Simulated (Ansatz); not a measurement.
**CCSD/def2-SVPD run of C2H4BCl (SMILES C=CBCl)**

What is the electronic atomisation energy of C2H4BCl at CCSD/def2-SVPD? 

The calculation is run with Ansatz 0.2.0.

39 further runs of the same task are left out: 39 set aside as unsound or not needed.

### 1 The system as given

The species is C2H4BCl (8 atoms), meant as a singlet with charge 0. As SMILES, `C=CBCl`. The shape is that of a PBE0-D4/def2-TZVP optimisation. This is one conformer, not always the lowest.

Bond lengths: C1–C2 1.337 Å, C2–B3 1.531 Å, B3–Cl4 1.750 Å, C1–H5 1.086 Å, C1–H6 1.086 Å, C2–H7 1.088 Å, B3–H8 1.194 Å. Angles: C1–C2–B3 119.9°, C2–B3–Cl4 121.0°, C1–C2–H7 118.9°, B3–C2–H7 121.2°, C2–C1–H5 120.8°, C2–C1–H6 122.7°, C2–B3–H8 121.9°, Cl4–B3–H8 117.1°, H5–C1–H6 116.4°.

### 2 The energy at CCSD/def2-SVPD

File run.yaml:

```yaml
crystal:
  periodic: [false, false, false]
  atoms:
    - {symbol: C, position_ang: [0.357400, 1.219900, -0.260000]}
    - {symbol: C, position_ang: [0.353800, 0.057700, 0.401100]}
    - {symbol: B, position_ang: [-0.528600, -1.094400, -0.086400]}
    - {symbol: Cl, position_ang: [-0.555100, -2.627600, 0.756600]}
    - {symbol: H, position_ang: [-0.259700, 1.360400, -1.142800]}
    - {symbol: H, position_ang: [0.965100, 2.067000, 0.044900]}
    - {symbol: H, position_ang: [0.984000, -0.048700, 1.281300]}
    - {symbol: H, position_ang: [-1.225000, -0.991500, -1.050400]}
basis:
  gaussian: {orbitals: def2-SVPD}
scf: {omitted_lower_state_checks: [cluster_reference, increment]}
accuracy: high
correlation: {method: ccsd, frozen_orbitals: {B: 1, C: 1, Cl: 5, H: 0}}
```

Launch:

```console
ansatz run run.yaml --threads 1 --pin off --max-ram 3480MiB --events-out events.jsonl --progress --plain --runs-dir runs
```

Standard output:

```text
Warning: RAYON_NUM_THREADS=1 ignored (pool sized by the plan → 1); use --threads N
Functional definition: HF
  name "HF"
  exchange = exact_x
  correlation = 0
these checks for a lower state are left out or cut short: cluster_reference, increment
2385 factors; integrals over basis functions are off by at most 3.7e-9 eV
mean field evaluation 1: about -15292.5772 eV, gradient 2.3e1 eV
mean field evaluation 2: about -15292.6498 eV, gradient 2.3e1 eV
mean field evaluation 4: about -15294.3874 eV, gradient 2.5e0 eV
mean field evaluation 8: about -15294.4120 eV, gradient 1.3e-1 eV
mean field evaluation 16: about -15294.4121 eV, gradient 7.6e-9 eV
mean field -15294.41212077 eV, -562.0592785133 hartree, gradient 7.6e-9 eV, S^2 0.000000; 0 other end points of the search recorded, 0 dependent functions left out
8 core orbitals not correlated: weight in the atoms' cores, before any rotation towards them, 1.000 or more for the frozen orbitals, at most 0.000 for the correlated occupied ones
reference -15294.41212077 eV, -562.0592785133 hartree; 11, 11 occupied and 100, 100 virtual orbitals, 2385 factors
second order -13.72559900 eV of doubles, -0.00000000 eV of singles
cycle   1  -14.46857686 eV  change   -7.4e-1 eV  update   8.4e-2
cycle   2  -14.84488998 eV  change   -3.8e-1 eV  update   2.6e-2
cycle   3  -14.91851259 eV  change   -7.4e-2 eV  update   1.3e-2
cycle   4  -14.91538551 eV  change    3.1e-3 eV  update   4.0e-3
cycle   5  -14.91519380 eV  change    1.9e-4 eV  update   1.8e-3
cycle   6  -14.91534241 eV  change   -1.5e-4 eV  update   5.7e-4
cycle   7  -14.91530105 eV  change    4.1e-5 eV  update   2.4e-4
cycle   8  -14.91534127 eV  change   -4.0e-5 eV  update   7.9e-5
cycle   9  -14.91533235 eV  change    8.9e-6 eV  update   2.3e-5
cycle  10  -14.91532200 eV  change    1.0e-5 eV  update   6.5e-6
cycle  11  -14.91532329 eV  change   -1.3e-6 eV  update   2.1e-6
cycle  12  -14.91532442 eV  change   -1.1e-6 eV  update   7.2e-7
cycle  13  -14.91532495 eV  change   -5.2e-7 eV  update   2.7e-7
cycle  14  -14.91532525 eV  change   -3.0e-7 eV  update   1.2e-7
cycle  15  -14.91532529 eV  change   -4.7e-8 eV  update   5.6e-8
cycle  16  -14.91532530 eV  change   -3.7e-9 eV  update   3.7e-8
cycle  17  -14.91532528 eV  change    1.5e-8 eV  update   2.4e-8
cycle  18  -14.91532561 eV  change   -3.3e-7 eV  update   1.1e-7
cycle  19  -14.91532564 eV  change   -2.7e-8 eV  update   2.5e-8
cycle  20  -14.91532566 eV  change   -2.3e-8 eV  update   7.6e-9
cycle  21  -14.91532566 eV  change   -2.2e-9 eV  update   2.7e-9
cycle  22  -14.91532567 eV  change   -1.2e-9 eV  update  9.1e-10
Total energy: -15309.32744643 eV, -562.6074066216 hartree
Checks for a lower state left out: cluster_reference, increment
```

Wall time 42 s (1 thread of Arm Neoverse V1, shared host); peak memory 1.1 GiB.

### 3 The B atom

File molecule.yaml:

```yaml
crystal:
  periodic: [false, false, false]
  atoms:
    - symbol: B
      position_ang: [0.000000, 0.000000, 0.000000]
basis:
  gaussian: {orbitals: def2-SVPD}
magnetization: {spin_polarized: true, initial_magnetization: 1}
correlation: {method: ccsd, frozen_orbitals: {B: 1}}
accuracy: high
scf: {omitted_lower_state_checks: [cluster_reference, increment]}
```

Run the same way, it converges to -24.56057 Eh (log not shown).

### 4 The C atom, same level

File job.yaml:

```yaml
crystal:
  periodic: [false, false, false]
  atoms:
    - {symbol: C, position_ang: [0.000000, 0.000000, 0.000000]}
basis:
  gaussian:
    orbitals: def2-SVPD
magnetization:
  spin_polarized: true
  initial_magnetization: 2
correlation:
  method: ccsd
  frozen_orbitals: {C: 1}
accuracy: high
scf:
  omitted_lower_state_checks: [cluster_reference, increment]
```

Run the same way, it converges to -37.72066 Eh (log not shown).

### 5 The Cl atom, same level

File job.yaml:

```yaml
basis:
  gaussian:
    orbitals: def2-SVPD
crystal:
  periodic: [false, false, false]
  atoms:
    - {symbol: Cl, position_ang: [0.000000, 0.000000, 0.000000]}
magnetization:
  spin_polarized: true
  initial_magnetization: 1
correlation:
  method: ccsd
  frozen_orbitals: {Cl: 5}
accuracy: high
scf:
  omitted_lower_state_checks: [cluster_reference, increment]
```

Run the same way, it converges to -459.46331 Eh (log not shown).

### 6 The H atom: the energy at UHF/def2-SVPD

File run.yaml:

```yaml
crystal:
  periodic: [false, false, false]
  atoms:
    - {symbol: H, position_ang: [0.000000, 0.000000, 0.000000]}
basis:
  gaussian:
    orbitals: def2-SVPD
magnetization:
  spin_polarized: true
  initial_magnetization: 1
hamiltonian:
  xc: hf
accuracy: high
```

Run the same way, it converges to -0.49928 Eh (log not shown).

### 7 What came out

Level: CCSD/def2-SVPD, 8 core orbitals frozen.

| quantity | value |
| --- | --- |
| molecule: total energy | -562.60741 Eh |
| molecule: correlation energy (8 core orbitals frozen) | -548.1 mEh |
| molecule: T1 diagnostic | 0.012 |
| B atom: total energy | -24.56057 Eh |
| B atom: correlation energy (1 core orbital frozen) | -59.1 mEh |
| B atom: ⟨S²⟩ of the reference determinant | 0.760 |
| B atom: T1 diagnostic | 0.014 |
| C atom: total energy | -37.72066 Eh |
| C atom: correlation energy (1 core orbital frozen) | -74.4 mEh |
| C atom: ⟨S²⟩ of the reference determinant | 2.010 |
| C atom: T1 diagnostic | 0.008 |
| Cl atom: total energy | -459.46331 Eh |
| Cl atom: correlation energy (5 core orbitals frozen) | -137.1 mEh |
| Cl atom: ⟨S²⟩ of the reference determinant | 0.757 |
| Cl atom: T1 diagnostic | 0.007 |
| H atom: total energy | -0.49928 Eh |
| H atom: ⟨S²⟩ | 0.750 |
| electronic atomisation energy | 31.159 eV |

In words: Taking the molecule apart into free atoms costs 31.16 eV (719 kcal/mol), before zero-point energy and without spin-orbit coupling.
